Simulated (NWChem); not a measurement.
## Plane-wave run on SiC (space group F-43m)

```yaml
crystal:
  lattice:
    - [0.00000, 2.17699, 2.17699]
    - [2.17699, 0.00000, 2.17699]
    - [2.17699, 2.17699, 0.00000]
  atoms:
    - { symbol: Si, position: [0.25000, 0.25000, 0.25000] }
    - { symbol: C, position: [0.00000, 0.00000, 0.00000] }
```

Everything below was run with NWChem. Origin of the cell: Materials Project cell, not relaxed here.

Norm-conserving pseudopotentials with valence charges Si 4, C 4, fixed occupations, no spin-orbit coupling, density cut at twice the wavefunction cutoff.

The program generates the PBEsol runs' potentials with LDA.

Level: PBEsol, Troullier-Martins, cutoff 35 Ha, density from a 6×6×6 mesh. Bands run along Γ–X–U|K–Γ–L–W–X with k in units of the cell's reciprocal vectors.

Task: What gap does the band structure show, and how wide is the group of occupied bands?

Result: It shows an indirect gap along this path of 1.35 eV from Γ to X (smallest direct gap on this path 4.55 eV). The 4 occupied bands reach 15.4 eV below the valence-band top.
